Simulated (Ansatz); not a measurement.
# PBE-QIDH/def2-SVPD run of BH2ClO (SMILES OBCl)

What is the electronic atomisation energy of BH2ClO at PBE-QIDH/def2-SVPD? 

Program for the calculation: Ansatz 0.2.0.

64 further runs of the same task are left out: 64 set aside as unsound or not needed.

## 1. The structure to begin with

BH2ClO has 5 atoms, charge 0, and is taken as a singlet. As SMILES, `OBCl`. The coordinates come from a PBE0-D4/def2-TZVP relaxation. This is one conformer, not always the lowest.

Bond lengths: O1–B2 1.340 Å, B2–Cl3 1.766 Å, O1–H4 0.963 Å, B2–H5 1.189 Å. Angles: O1–B2–Cl3 121.0°, O1–B2–H5 119.8°, Cl3–B2–H5 119.2°, B2–O1–H4 113.9°.

## 2. The energy at PBE-QIDH/def2-SVPD

job.yaml reads:

```yaml
crystal:
  periodic: [false, false, false]
  atoms:
    - symbol: O
      position_ang: [-0.863300, -0.618600, -0.002900]
    - symbol: B
      position_ang: [0.379000, -0.137200, 0.137900]
    - symbol: Cl
      position_ang: [0.788600, 1.496000, -0.395300]
    - symbol: H
      position_ang: [-1.477700, 0.001200, -0.409700]
    - symbol: H
      position_ang: [1.223300, -0.815100, 0.628600]
basis:
  gaussian: {orbitals: def2-SVPD}
hamiltonian: {xc: {name: PBE-QIDH}}
correlation: {frozen_orbitals: {B: 1, Cl: 5, H: 0, O: 1}}
accuracy: high
output: {orbitals: {seedname: orbitals}}
```

Launch:

```
ansatz run job.yaml --threads 1 --pin off --max-ram 3480MiB --events-out events.jsonl --progress --plain --runs-dir runs
```

The log of the run:

```text
Warning: RAYON_NUM_THREADS=1 ignored (pool sized by the plan → 1); use --threads N
Functional definition: PBE-QIDH
  name "PBE-QIDH"
  parameter a = 3^(-1/3)
  parameter c = 1/3
  exchange = (1 - a)*pbe_x + a*exact_x
  correlation = (1 - c)*pbe_c + c*(mp2_os + mp2_ss)
1663 factors; integrals over basis functions are off by at most 3.7e-9 eV
mean field evaluation 1: about -15257.8758 eV, gradient 3.5e1 eV
mean field evaluation 2: about -15257.8783 eV, gradient 3.5e1 eV
mean field evaluation 4: about -15260.0715 eV, gradient 2.2e0 eV
mean field evaluation 8: about -15260.0855 eV, gradient 3.4e-2 eV
mean field evaluation 16: about -15260.0855 eV, gradient 4.1e-6 eV
mean field -15260.08548939 eV, -560.7977980777 hartree, gradient 2.0e-8 eV, S^2 0.000000; 0 other end points of the search recorded, 0 dependent functions left out
7 core orbitals not correlated: weight in the atoms' cores, before any rotation towards them, 1.000 or more for the frozen orbitals, at most 0.000 for the correlated occupied ones
reference -15260.08549061 eV, -560.7977981224 hartree; 9, 9 occupied and 70, 70 virtual orbitals, 1663 factors
second order -13.18510743 eV of doubles, -0.00000000 eV of singles
Total energy: -15264.48052642 eV, -560.9593127093 hartree
```

Run time: 5.4 s. Hardware: 1 thread of Arm Neoverse V2, shared host; peak memory 0.23 GiB.

## 3. The B atom at the same level

job.yaml reads:

```yaml
crystal:
  periodic: [false, false, false]
  atoms:
    - {symbol: B, position_ang: [0.000000, 0.000000, 0.000000]}
basis:
  gaussian: {orbitals: def2-SVPD}
magnetization: {spin_polarized: true, initial_magnetization: 1}
hamiltonian: {xc: {name: PBE-QIDH}}
correlation: {frozen_orbitals: {B: 1}}
accuracy: high
```

Run the same way, it converges to -24.58119 Eh (log not shown).

## 4. The Cl atom

run.yaml reads:

```yaml
crystal:
  periodic: [false, false, false]
  atoms:
    - {symbol: Cl, position_ang: [0.000000, 0.000000, 0.000000]}
basis:
  gaussian: {orbitals: def2-SVPD}
accuracy: high
correlation: {frozen_orbitals: {Cl: 5}}
magnetization: {spin_polarized: true, initial_magnetization: 1}
hamiltonian: {xc: {name: PBE-QIDH}}
```

Run the same way, it converges to -459.74923 Eh (log not shown).

## 5. The H atom, same level

in.yaml reads:

```yaml
crystal:
  periodic: [false, false, false]
  atoms:
    - {symbol: H, position_ang: [0.000000, 0.000000, 0.000000]}
basis:
  gaussian:
    orbitals: def2-SVPD
magnetization:
  spin_polarized: true
  initial_magnetization: 1
hamiltonian:
  xc: {name: PBE-QIDH}
correlation:
  frozen_orbitals: {H: 0}
accuracy: high
```

Launch:

```
ansatz run in.yaml --threads 1 --pin off --max-ram 3480MiB --events-out events.jsonl --progress --plain --runs-dir runs
```

The log of the run, cut to the lines that bear on the results:

```text
Warning: RAYON_NUM_THREADS=1 ignored (pool sized by the plan → 1); use --threads N
[... 6 set-up lines as earlier in the session ...]
33 factors; integrals over basis functions are off by at most 2.1e-9 eV
mean field evaluation 1: about -13.6204 eV, gradient 1.2e0 eV
mean field evaluation 2: about -13.6204 eV, gradient 1.2e0 eV
mean field evaluation 4: about -13.6394 eV, gradient 2.8e-4 eV
mean field evaluation 8: about -13.6394 eV, gradient 5.4e-8 eV
mean field -13.63944455 eV, -0.5012403420 hartree, gradient 5.4e-8 eV, S^2 0.750000; 0 other end points of the search recorded, 0 dependent functions left out
reference -13.63944510 eV, -0.5012403623 hartree; 1, 0 occupied and 7, 8 virtual orbitals, 33 factors
second order 0.00000000 eV of doubles, -0.00000000 eV of singles
Total energy: -13.63944510 eV, -0.5012403623 hartree
```

Wall time 0.1 s (1 thread of Arm Neoverse V2, shared host).

## 6. The O atom at the same level

in.yaml reads:

```yaml
basis:
  gaussian:
    orbitals: def2-SVPD
crystal:
  periodic: [false, false, false]
  atoms:
    - {symbol: O, position_ang: [0.000000, 0.000000, 0.000000]}
magnetization:
  spin_polarized: true
  initial_magnetization: 2
hamiltonian:
  xc: {name: PBE-QIDH}
correlation:
  frozen_orbitals: {O: 1}
accuracy: high
```

Run the same way, it converges to -74.90879 Eh (log not shown).

## 7. Results

At PBE-QIDH/def2-SVPD, 7 core orbitals frozen:

| quantity | value |
| --- | --- |
| molecule: total energy | -560.95931 Eh |
| molecule: HOMO energy (SCF part's orbitals) | -11.50 eV |
| molecule: LUMO energy (SCF part's orbitals) | 1.17 eV |
| molecule: HOMO–LUMO gap (SCF part's orbitals) | 12.67 eV |
| B atom: total energy | -24.58119 Eh |
| B atom: ⟨S²⟩ | 0.756 |
| Cl atom: total energy | -459.74923 Eh |
| Cl atom: ⟨S²⟩ | 0.755 |
| H atom: total energy | -0.50124 Eh |
| H atom: ⟨S²⟩ | 0.750 |
| O atom: total energy | -74.90879 Eh |
| O atom: ⟨S²⟩ | 2.006 |
| electronic atomisation energy | 19.528 eV |

**Reading.** Taking the molecule apart into free atoms costs 19.53 eV (1884 kJ/mol), before zero-point energy and without spin-orbit coupling.
